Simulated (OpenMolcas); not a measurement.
**GeSiH4F2 (SMILES F[SiH](F)[GeH3]): levels of theory compared**

Aim: a comparison of 6 runs (HF/STO-3G, B3LYP/6-31G*, B3LYP/def2-SVP, M06-2X/def2-SVP, M06-L/def2-SVP, CCSD(T)/def2-SVP) of GeSiH4F2. 

Program for the calculation: OpenMolcas 26.06.

### 1 The system as given

GeSiH4F2 has 8 atoms, charge 0, and is taken as a singlet. SMILES: `F[SiH](F)[GeH3]`. One bond was lengthened or shortened from a relaxed shape.

Bond lengths: F1–Si2 1.592 Å, Si2–F3 1.831 Å, Si2–Ge4 2.377 Å, Si2–H5 1.481 Å, Ge4–H6 1.536 Å, Ge4–H7 1.534 Å, Ge4–H8 1.536 Å. Some angles: F1–Si2–F3 107.0°, F1–Si2–Ge4 109.5°, F3–Si2–Ge4 109.5°, F1–Si2–H5 107.4°, F3–Si2–H5 107.4°, Ge4–Si2–H5 115.8°, Si2–Ge4–H6 109.5°, Si2–Ge4–H7 110.3°, Si2–Ge4–H8 109.5°, H6–Ge4–H7 109.3°.

### 2 The energy at HF/STO-3G (run 1)

File run.input:

```
&GATEWAY
BASLIB=$CurrDir
COORD
8
angstrom
F        1.175344      -1.379637       1.396202
Si       1.013444      -0.087637       0.479702
F        1.983100      -0.386400      -1.044700
Ge      -1.277956       0.203363      -0.082498
H        1.650044       1.043163       1.193702
H       -2.096456       0.428563       1.197602
H       -1.808756      -1.037637      -0.812398
H       -1.431956       1.431863      -0.991598
BASIS=STO-3G
GROUP=NoSym
&SEWARD
&SCF
THRESHOLDS=1e-10 1e-07 1e-07 1e-05
PRORBITALS=1 2
```

The basis set STO-3G is read from a file made from the Basis Set Exchange's data (not shown).

On the command line:

```console
$ export MOLCAS_MEM=1860
$ pymolcas run.input > run.log
```

The log of the run:

```text
--- Start Module: gateway ---
[...]
--- Stop Module: gateway /rc=_RC_ALL_IS_WELL_ ---
--- Start Module: seward ---
[...]
      Basis functions           41
--- Stop Module: seward /rc=_RC_ALL_IS_WELL_ ---
[...]
--- Start Module: scf ---
[...]
       Convergence after  11 Iterations
[...]
::    Total SCF energy                              -2535.7972866254
[...]
      Total spin, S                                     0.0000000000
[...]
      Total electronic charge=   68.000000
      Total            charge=   -0.000000
[...]
      Dipole Moment (debye):
      Origin of the operator (angstrom)=   -0.0683   -0.1326    0.1014
                   X= -1.0466E+00               Y=  1.0522E+00               Z=  5.4395E-01           Total=  1.5806E+00
      Quadrupole Moment (debye*angstrom):
[...]
--- Stop Module: scf /rc=_RC_ALL_IS_WELL_ ---
[...]
```

Wall time 3.3 s (1 thread of AMD EPYC 7R43 (Zen 3), shared host); peak memory 0.38 GiB.

### 3 The energy at B3LYP/6-31G(d) (Cartesian functions) (run 2)

File test.inp:

```
&GATEWAY
 BasLib = $CurrDir
 Coord
 8
 angstrom
 F        1.175344      -1.379637       1.396202
 Si       1.013444      -0.087637       0.479702
 F        1.983100      -0.386400      -1.044700
 Ge      -1.277956       0.203363      -0.082498
 H        1.650044       1.043163       1.193702
 H       -2.096456       0.428563       1.197602
 H       -1.808756      -1.037637      -0.812398
 H       -1.431956       1.431863      -0.991598
 Basis = 6-31Gs
 Group = NoSym

&SEWARD
 GridInput
 Grid=UltraFine
 End of Grid

&SCF
 KSDFT = B3LYP
 Thresholds = 1e-10 1e-07 1e-07 1e-05
 PrOrbitals = 1 2
```

The basis set 6-31G* is read from a file made from the Basis Set Exchange's data (not shown).

On the command line:

```console
$ export MOLCAS_MEM=1860
$ pymolcas test.inp > test.log
```

The log of the run:

```text
--- Start Module: gateway ---
[...]
--- Stop Module: gateway /rc=_RC_ALL_IS_WELL_ ---
--- Start Module: seward ---
[...]
      Basis functions           92
--- Stop Module: seward /rc=_RC_ALL_IS_WELL_ ---
[...]
--- Start Module: scf ---
[...]
       Convergence after  14 Iterations
[...]
::    Total KS-DFT energy                           -2568.4425209028
[...]
      Total spin, S                                     0.0000000000
[...]
      Total electronic charge=   68.000000
      Total            charge=   -0.000000
[...]
      Dipole Moment (debye):
      Origin of the operator (angstrom)=   -0.0683   -0.1326    0.1014
                   X= -1.7322E+00               Y=  1.3504E+00               Z=  1.0126E+00           Total=  2.4186E+00
      Quadrupole Moment (debye*angstrom):
[...]
--- Stop Module: scf /rc=_RC_ALL_IS_WELL_ ---
[...]
```

It took 32 s on 1 thread of AMD EPYC 7R43 (Zen 3), shared host; peak memory 0.51 GiB.

Runs 3 to 5 aren't shown in full; the table further down has their settings and results.

### 4 A single-point energy at CCSD(T)/def2-SVP (Cholesky decomposition) (run 6)

File mol.inp:

```
&GATEWAY
  BasLib
  $CurrDir
  Coord
  8
  bohr
  F      2.22107826    -2.60713608     2.63843939
  Si     1.91513160    -0.16560993     0.90650540
  F      3.74751588    -0.73019017    -1.97419688
  Ge    -2.41498684     0.38430037    -0.15589863
  H      3.11813125     1.97129237     2.25576985
  H     -3.96172767     0.80986670     2.26313979
  H     -3.41805347    -1.96084975    -1.53520972
  H     -2.70600466     2.70582892    -1.87384865
  Basis
  def2-SVP
  Group
  NoSym

&SEWARD
  High

&SCF
  Thresholds
  1e-10 1e-07 1e-07 1e-05
  PrOrbitals
  1 2

&CHCC
  Frozen
  16
  Threshold
  1e-08
  MaxIterations
  80

&CHT3
  Frozen
  16
```

The basis set def2-SVP is read from a file made from the Basis Set Exchange's data (not shown).

On the command line:

```console
$ export MOLCAS_MEM=1860
$ pymolcas mol.inp > mol.log
```

The log of the run:

```text
--- Start Module: gateway ---
[...]
--- Stop Module: gateway /rc=_RC_ALL_IS_WELL_ ---
[...]
      Basis functions           98
[...]
       Convergence after  12 Iterations
[...]
::    Total SCF energy                              -2565.0785309544
[...]
      Total spin, S                                     0.0000000000
[...]
      Total electronic charge=   68.000000
      Total            charge=   -0.000000
[...]
      Dipole Moment (debye):
      Origin of the operator (angstrom)=   -0.0683   -0.1326    0.1014
                   X= -2.1302E+00               Y=  1.6801E+00               Z=  1.2104E+00           Total=  2.9708E+00
      Quadrupole Moment (debye*angstrom):
[...]
--- Start Module: chcc ---
[...]
--- Stop Module: chcc /rc=_RC_ALL_IS_WELL_ ---
[...]
--- Start Module: cht3 ---
[...]
--- Stop Module: cht3 /rc=_RC_ALL_IS_WELL_ ---
[...]
```

Run time: 4.6 min. Hardware: 1 thread of AMD EPYC 7R43 (Zen 3), shared host; peak memory 0.15 GiB.

### 5 Overview of the runs

```csv
run,level,Cartesian functions,integration grid,energy (Eh),dipole moment (D) of the reference,HOMO energy (eV),LUMO energy (eV),wall time
1,HF/STO-3G,no,–,-2535.797287,1.58,-8.67,9.56,3.3 s
2,B3LYP/6-31G* (Cartesian functions),yes,UltraFine,-2568.442521,2.42,-8.40,-0.54,32 s
3,B3LYP/def2-SVP,no,UltraFine,-2568.232053,2.46,-8.50,-0.67,35 s
4,M06-2X/def2-SVP,no,UltraFine,-2568.072826,2.63,-9.91,0.35,39 s
5,M06-L/def2-SVP,no,UltraFine,-2568.080298,2.55,-7.74,-0.99,46 s
6,CCSD(T)/def2-SVP (Cholesky decomposition),no,–,-2565.823502,2.97,-11.83,2.84,4.6 min
```

### 6 What came out

| quantity | value |
| --- | --- |
| run 6: total energy | -2565.82350 Eh |
| run 6: dipole moment (mean-field density) | 2.97 D |
| run 6: HOMO energy (Hartree–Fock orbitals) | -11.83 eV |
| run 6: LUMO energy (Hartree–Fock orbitals) | 2.84 eV |
| run 6: HOMO–LUMO gap (Hartree–Fock orbitals) | 14.67 eV |
| run 6: correlation energy (16 core orbitals frozen) | -745.0 mEh |
| run 6: (T) correction | -15.11 mEh |

Over runs 1, 2, 3, 4, 5 the dipole moment (its size) runs from 1.58 D (HF/STO-3G) to 2.63 D (M06-2X/def2-SVP). The two ends differ in method and basis. Over runs 1, 2, 3, 4, 5 the HOMO–LUMO gap runs from 6.74 eV (M06-L/def2-SVP) to 18.23 eV (HF/STO-3G). Totals of different functionals can't be ranked against each other. In run 1 the basis is minimal, so the values are rough. All runs together took 7.2 min, the longest 4.6 min.
